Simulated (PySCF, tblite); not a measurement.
# C3H10B2OS: geometry, infrared bands and NMR shifts

What infrared bands and NMR shifts should C3H10B2OS (`CBOBSCC`) show?

The runs use tblite 0.8.0 and PySCF 2.14.0, with density-fitted response routines of our own; the level of theory stands in each step. All values are computed, except where a source is named. Atoms count from 0, in the outputs and in this text.

## (1) Starting geometry

17 atoms, charge 0, multiplicity 1; geometry from: force field or distance geometry start.

Bonds of the start (Å): C0–B1 1.59, B1–O2 1.45, O2–B3 1.47, B3–S4 1.89, S4–C5 1.83, C5–C6 1.52, C0–H7 1.11, C0–H8 1.12, C0–H9 1.11, B1–H10 1.20, B3–H11 1.20, C5–H12 1.11, C5–H13 1.10, C6–H14 1.12, C6–H15 1.12, C6–H16 1.10.

## (2) Optimising the geometry with GFN2-xTB

The job: settings as JSON, then the geometry in Å.

```
{"job": {"kind": "relax", "xc": "GFN2-xTB", "basis": "xTB"}, "charge": 0, "multiplicity": 1}
C      3.794000     0.451400     0.017300
B      2.318300    -0.006600     0.409000
O      1.167300     0.835100     0.148100
B      0.089000     0.509200     1.089300
S     -1.245800    -0.653600     0.417000
C     -2.124000     0.212900    -0.938000
C     -3.539300     0.432800    -0.434500
H      3.933700     0.356400    -1.076000
H      3.909600     1.518600     0.319400
H      4.498600    -0.214600     0.561700
H      2.160700    -0.953700     1.129800
H      0.478700     0.209300     2.187100
H     -2.176500    -0.513600    -1.769500
H     -1.626100     1.155800    -1.216900
H     -3.524800     0.864000     0.602000
H     -3.980900    -0.594800    -0.346300
H     -4.139500     1.052800    -1.109600
```

On the command line:

```sh
> OMP_NUM_THREADS=1 python probes_run.py task.json out
```

The driver reads the jobs from task.json and runs them one after another.

**Question.** This job is followed by: GFN2-xTB harmonic vibrations, gas phase; GIAO PBE0/pcSseg-1 NMR shielding, non-relativistic, gas phase. Predict these results of the whole session: strongest single infrared mode (GFN2-xTB); zero-point energy (GFN2-xTB); ¹³C shifts against TMS (PBE0/pcSseg-1); ¹H shifts against TMS (PBE0/pcSseg-1, means over atoms taken as alike); ¹¹B shifts against BF3·OEt2 (PBE0/pcSseg-1); ¹⁷O shifts against H2O (PBE0/pcSseg-1); ³³S shifts against CS2 (PBE0/pcSseg-1).

As calculated:

```
                                                              quantity                             value
                             strongest single infrared mode (GFN2-xTB)             1563 cm⁻¹, 614 km/mol
                                          zero-point energy (GFN2-xTB)                     83.2 kcal/mol
                                ¹³C shifts against TMS (PBE0/pcSseg-1)              28.2, 15.5, 11.0 ppm
¹H shifts against TMS (PBE0/pcSseg-1, means over atoms taken as alike)  5.72, 5.65, 2.53, 1.33, 0.58 ppm
                           ¹¹B shifts against BF3·OEt2 (PBE0/pcSseg-1)                    44.3, 36.3 ppm
                                ¹⁷O shifts against H2O (PBE0/pcSseg-1)                         296.2 ppm
                                ³³S shifts against CS2 (PBE0/pcSseg-1)                            12 ppm
```

The optimisation took 128 steps and gained 2.081 eV; among the close pairs (by a distance rule), O2–B3 changed most, from 1.468 to 1.302 Å. All 45 modes are real, so the xTB geometry is a minimum. The strongest single mode, at 1563 cm⁻¹, moves mainly O2. GFN2-xTB is a fitted tight-binding method: band positions and strengths are rough. Its intensities can rank the bands wrongly. At PBE0/pcSseg-1: Shielding is most anisotropic at S4 (span 385 ppm, paramagnetic term -568 ppm).
